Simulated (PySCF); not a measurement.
# [Dy(H2O)]3+: other functionals and bases at one geometry

How far do other levels of theory move the description of [Dy(H2O)]3+, and what does each cost? The structure is generated, not taken from experiment.

Method: several levels, as the steps say, no spin–orbit coupling; program: PySCF 2.14.0.

4 further runs of the same task are left out: 2 for a known fault of the program, 2 that didn't finish.

### 1 Starting geometry

4 atoms, charge 3, spin multiplicity 1.

Bond lengths: Dy1–O2 2.178 Å, O2–H3 1.016 Å, O2–H4 1.016 Å. Angles: Dy1–O2–H3 128.9°, Dy1–O2–H4 128.9°, H3–O2–H4 102.1°.

Geometry (Å):

```xyz
4
charge 3, multiplicity 1
Dy    0.0000    0.0000   -0.0707
O     0.0000    0.0000    2.1069
H     0.7902    0.0000    2.7455
H    -0.7902    0.0000    2.7455
```

Formal oxidation states: Dy +3. Each metal's 9 4f electrons lie in its core potential, so multiplicities, spins and levels count the valence alone. An earlier session relaxed this geometry at PBE, Dy lcecp-1-SVP with ECP55, O def2-SVP, H def2-SVP (singlet, point group C2v).

At PBE on the finer grid: E = -112.015771 Eh, HOMO -26.55 eV, LUMO -21.79 eV, Mulliken charge on Dy1 +2.49 e, largest force component 0.001 eV/Å. 

Levels to run: BLYP; BP86; revPBE; B3LYP; PBE, TZVP. Hardware: 2 threads of Intel Xeon 6975P-C (Granite Rapids), shared host.

### 2 BLYP

Input file run.py (the lines that set the calculation):

```python
mol = gto.M(atom='''
Dy     0.00000     0.00000    -0.07075
O      0.00000     0.00000     2.10691
H      0.79016     0.00000     2.74553
H     -0.79016     0.00000     2.74553''',
    basis={'Dy': 'lcecp-1-SVP', 'O': 'def2-SVP', 'H': 'def2-SVP'},
    ecp={'Dy': 'lcecp-1-SVP'},
    charge=3, spin=0)
mf = dft.RKS(mol, xc='BLYP')
mf.grids.atom_grid = (75, 302)  # f atoms: unpruned, at least (60, 302)
mf = mf.density_fit()  # fitting sets: Dy AutoAux, O def2-universal-JKFIT, H def2-universal-JKFIT
mf.conv_tol = 1e-08; mf.max_cycle = 55
mf.kernel(dm0)  # dm0: the density of the relaxed state
```

Run with:

```sh
$ OMP_NUM_THREADS=2 python run.py
```

### 3 BP86

Changes to run.py (the lines that set the calculation) since step 2:

```diff
@@ -8,3 +8,3 @@
     charge=3, spin=0)
-mf = dft.RKS(mol, xc='BLYP')
+mf = dft.RKS(mol, xc='B88,P86')
 mf.grids.atom_grid = (75, 302)  # f atoms: unpruned, at least (60, 302)
```

### 4 revPBE

Changes to run.py (the lines that set the calculation) since step 3:

```diff
@@ -8,3 +8,3 @@
     charge=3, spin=0)
-mf = dft.RKS(mol, xc='B88,P86')
+mf = dft.RKS(mol, xc='PBE_R,PBE')
 mf.grids.atom_grid = (75, 302)  # f atoms: unpruned, at least (60, 302)
```

### 5 B3LYP

Changes to run.py (the lines that set the calculation) since step 4:

```diff
@@ -8,3 +8,3 @@
     charge=3, spin=0)
-mf = dft.RKS(mol, xc='PBE_R,PBE')
+mf = dft.RKS(mol, xc='B3LYP')
 mf.grids.atom_grid = (75, 302)  # f atoms: unpruned, at least (60, 302)
```

### 6 PBE, TZVP

Basis: Dy lcecp-1-TZVP with ECP55, O def2-TZVP, H def2-TZVP. 

Input file run.py (the lines that set the calculation):

```python
mol = gto.M(atom='''
Dy     0.00000     0.00000    -0.07075
O      0.00000     0.00000     2.10691
H      0.79016     0.00000     2.74553
H     -0.79016     0.00000     2.74553''',
    basis={'Dy': 'lcecp-1-TZVP', 'O': 'def2-TZVP', 'H': 'def2-TZVP'},
    ecp={'Dy': 'lcecp-1-TZVP'},
    charge=3, spin=0)
mf = dft.RKS(mol, xc='PBE')
mf.grids.atom_grid = (75, 302)  # f atoms: unpruned, at least (60, 302)
mf = mf.density_fit()  # fitting sets: Dy AutoAux, O def2-universal-JKFIT, H def2-universal-JKFIT
mf.conv_tol = 1e-08; mf.max_cycle = 55
mf.kernel(dm0)  # dm0: free metal ions and neutral atoms
```

What does the calculation give? Wanted: for each run, HOMO; gap; charge on Dy1; dipole; largest force.

As calculated:

| level | state | HOMO (eV) | gap (eV) | charge on Dy1 (e) | dipole (D) | largest force (eV/Å) | basis functions | time |
| --- | --- | --- | --- | --- | --- | --- | --- | --- |
| PBE (relaxed here) | singlet | -26.55 | 4.77 | 2.49 | 3.75 | 0.00 | 57 | 2.7 s |
| BLYP | singlet | -26.44 | 4.63 | 2.48 | 3.76 | 0.19 | 57 | 1.3 s |
| BP86 | singlet | -26.64 | 4.95 | 2.49 | 3.71 | 0.04 | 57 | 1.2 s |
| revPBE | singlet | -26.49 | 4.75 | 2.49 | 3.70 | 0.21 | 57 | 1.3 s |
| B3LYP | singlet | -27.88 | 6.78 | 2.53 | 3.45 | 0.43 | 57 | 1.2 s |
| PBE, TZVP | singlet | -26.55 | 4.74 | 2.58 | 3.77 | 0.24 | 90 | 3.8 s |

Times are on 2 threads of Intel Xeon 6975P-C (Granite Rapids), shared host; the first row also made further properties. The dipole of a charged species depends on the origin, so these sizes hold for this origin alone.

In one basis the HOMO–LUMO gap runs from 4.63 eV (BLYP) to 6.78 eV (B3LYP). The largest leftover force, 0.43 eV/Å with B3LYP, stands at a geometry relaxed at another level. The Mulliken charge on Dy spans +2.48 to +2.58 e over the levels. With 4f in the core, its levels are missing from HOMO and gap. Total energies of different levels can't be compared. Spin–orbit coupling is left out throughout.
